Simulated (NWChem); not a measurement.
**InH2I (SMILES [InH2][I]): levels of theory compared**

Aim: a comparison of 3 runs (BP86/def2-TZVPP, BP86/def2-SVP, BP86/def2-TZVP) of InH2I. 

The results are computed with NWChem 7.3.0.

**1. The system as given**

InH2I has 4 atoms, charge 0, and is taken as a singlet. SMILES: `[InH2][I]`. Geometry: relaxed at PBE0-D4/def2-TZVP.

Bond lengths: In1–I2 2.673 Å, In1–H3 1.708 Å, In1–H4 1.708 Å. Angles: I2–In1–H3 113.9°, I2–In1–H4 113.9°, H3–In1–H4 132.3°.

**2. Magnetic shielding at BP86/def2-TZVPP (core potential) (run 1)**

nw.nw

```
start nw
memory stack 880 mb heap 220 mb global 1100 mb
charge 0

geometry units atomic noautosym nocenter noautoz
  In -0.57296496 -0.06651836 -0.19709843
  I   4.17459398  0.48471475  1.43694775
  H  -1.90333215 -2.90167446  0.58657099
  H  -1.69829687  2.48347807 -1.82642030
end

basis "ao basis" spherical bse
  * library def2-TZVPP
end

ecp bse
  In library def2-TZVPP
  I library def2-TZVPP
end

dft
  xc becke88 perdew86
  grid fine
  convergence energy 1e-08
  maxiter 100
  mulliken
  print low
end

property
  shielding
end

task dft property
```

Run with:

```bash
$ nwchem nw.nw > nw.out
```

Output:

```text
[...]
 d= 0,ls=0.0,diis     1   -489.2847884471 -6.14D+02  1.65D-02  3.36D-01     3.3
[...]
 d= 0,ls=0.0,diis     8   -489.3295726803 -7.39D-09  1.87D-06  5.83D-08    19.6
         Total DFT energy =     -489.329572680277
      One electron energy =    -1102.035984239055
           Coulomb energy =      528.363005142187
    Exchange-Corr. energy =      -39.906886395113
 Nuclear repulsion energy =      124.250292811704
[...]
      Total Density - Mulliken Population Analysis
     ---------------------------------------------
    Atom       Charge   Shell Charges
 -----------   ------   -------------------------------------------------------
    1 In  21    20.51   0.41 -0.85  1.64  0.80  1.01  0.27 -0.41  6.41  0.65  0.48  0.05  8.77  1.17  0.10  0.00  0.02
    2 I   25    25.31   0.19 -0.79  1.64  0.98  1.20  0.76 -0.49  6.44  1.43  2.76  1.17  9.16  0.83  0.04  0.00  0.00
    3 H    1     1.09   0.22  0.52  0.33  0.00  0.01  0.00
    4 H    1     1.09   0.22  0.52  0.33  0.00  0.01  0.00
[...]
           isotropic =     266.9121
[...]
           isotropic =     470.7285
[...]
           isotropic =      24.2113
[...]
           isotropic =      24.2103
[...]
```

Wall time 62 s (1 thread of AMD EPYC 9R45 (Zen 5), shared host); peak memory 0.13 GiB.

**3. Magnetic shielding at BP86/def2-SVP (core potential) (run 2)**

h2iin.nw

```
echo
START h2iin
TITLE "H2IIn"
memory 2200 mb
charge 0

GEOMETRY units angstrom noautosym nocenter noautoz
 In      -0.303200      -0.035200      -0.104300
 I        2.209100       0.256500       0.760400
 H       -1.007200      -1.535500       0.310400
 H       -0.898700       1.314200      -0.966500
END

BASIS spherical bse
 * library def2-SVP
END

ECP bse
 In library def2-SVP
 I library def2-SVP
END

DFT
 xc becke88 perdew86
 grid fine
 convergence energy 1e-08
 iterations 100
 mulliken
 noprint "final vectors analysis"
END

PROPERTY
 shielding
END

TASK dft property
```

Run with:

```bash
$ nwchem h2iin.nw > h2iin.out
```

Output:

```text
[...]
          Wavefunction type:  closed shell.
          No. of atoms     :     4
          No. of electrons :    48
[...]
          Charge           :     0
          Spin multiplicity:     1
[...]
          AO basis - number of functions:    62
[...]
              XC Information
              --------------
                    Becke 1988 Exchange Functional  1.000
                Perdew 1981 Correlation Functional  1.000 local
                Perdew 1986 Correlation Functional  1.000 non-local
[...]
 d= 0,ls=0.0,diis     1   -489.2672178109 -6.14D+02  2.51D-02  1.92D-01     0.9
[...]
 d= 0,ls=0.0,diis    10   -489.3080033336 -2.01D-09  4.70D-07  4.13D-10     5.9
         Total DFT energy =     -489.308003333590
      One electron energy =    -1101.991004850312
           Coulomb energy =      528.343574070908
    Exchange-Corr. energy =      -39.910874243073
 Nuclear repulsion energy =      124.250301688886
[...]
      Total Density - Mulliken Population Analysis
     ---------------------------------------------
    Atom       Charge   Shell Charges
 -----------   ------   -------------------------------------------------------
    1 In  21    20.67  -0.60  2.60  1.05  0.24  2.79  3.22  1.05  0.27  9.59  0.46
    2 I   25    25.21   0.22  1.83  1.38  0.53  3.11  2.94  2.60  2.58  9.79  0.23
    3 H    1     1.06   0.67  0.38  0.01
    4 H    1     1.06   0.67  0.38  0.01
[...]
           isotropic =     281.4135
[...]
           isotropic =     451.8302
[...]
           isotropic =      24.0941
[...]
           isotropic =      24.0931
[...]
```

Wall time 14 s (1 thread of AMD EPYC 9R45 (Zen 5), shared host); peak memory 0.12 GiB.

**4. Magnetic shielding at BP86/def2-TZVP (core potential) (run 3)**

job.nw

```
start job
title "H2IIn"
memory total 2200 mb

geometry units au noautosym nocenter noautoz
  In  -0.57296496  -0.06651836  -0.19709843
  I    4.17459398   0.48471475   1.43694775
  H   -1.90333215  -2.90167446   0.58657099
  H   -1.69829687   2.48347807  -1.82642030
end

basis spherical bse
  * library def2-TZVP
end

ecp bse
  In library def2-TZVP
  I library def2-TZVP
end

dft
  xc becke88 perdew86
  grid fine
  convergence energy 1e-08
  iterations 100
  mulliken
  noprint "final vectors analysis"
end

property
  shielding
end

task dft property
```

Run with:

```bash
$ nwchem job.nw > job.out
```

Output:

```text
[...]
          Wavefunction type:  closed shell.
          No. of atoms     :     4
          No. of electrons :    48
[...]
          Charge           :     0
          Spin multiplicity:     1
[...]
          AO basis - number of functions:   112
[...]
              XC Information
              --------------
                    Becke 1988 Exchange Functional  1.000
                Perdew 1981 Correlation Functional  1.000 local
                Perdew 1986 Correlation Functional  1.000 non-local
[...]
 d= 0,ls=0.0,diis     1   -489.2845656304 -6.14D+02  1.88D-02  3.34D-01     2.8
[...]
 d= 0,ls=0.0,diis     8   -489.3292449915 -7.15D-09  2.09D-06  5.60D-08    15.8
         Total DFT energy =     -489.329244991527
      One electron energy =    -1102.034313122969
           Coulomb energy =      528.361101677212
    Exchange-Corr. energy =      -39.906326357474
 Nuclear repulsion energy =      124.250292811704
[...]
      Total Density - Mulliken Population Analysis
     ---------------------------------------------
    Atom       Charge   Shell Charges
 -----------   ------   -------------------------------------------------------
    1 In  21    20.53   0.41 -0.85  1.64  0.80  1.01  0.27 -0.41  6.41  0.65  0.48  0.05  8.77  1.18  0.10  0.00  0.02
    2 I   25    25.31   0.19 -0.79  1.64  0.98  1.20  0.76 -0.49  6.44  1.43  2.77  1.17  9.16  0.83  0.04  0.00  0.00
    3 H    1     1.08   0.22  0.52  0.33  0.01
    4 H    1     1.08   0.22  0.52  0.33  0.01
[...]
           isotropic =     284.3075
[...]
           isotropic =     470.5891
[...]
           isotropic =      24.2068
[...]
           isotropic =      24.2059
[...]
```

It took 49 s on 1 thread of AMD EPYC 9R45 (Zen 5), shared host; peak memory 0.13 GiB.

**5. Overview of the runs**

```csv
run,level,core potential,energy (Eh),isotropic shielding of H3 (ppm),wall time
1,BP86/def2-TZVPP (core potential),def2-TZVPP,-489.329573,24.2,62 s
2,BP86/def2-SVP (core potential),def2-SVP,-489.308003,24.1,14 s
3,BP86/def2-TZVP (core potential),def2-TZVP,-489.329245,24.2,49 s
```

**6. What came out**

| quantity | value |
| --- | --- |
| run 3: total energy | -489.32924 Eh |
| run 3: dipole moment | 2.12 D |
| run 3: isotropic shielding of H3 | 24.2 ppm |

In words: Over the runs the total energy spans 0.587 eV. All runs together took 2.1 min, the longest 62 s.
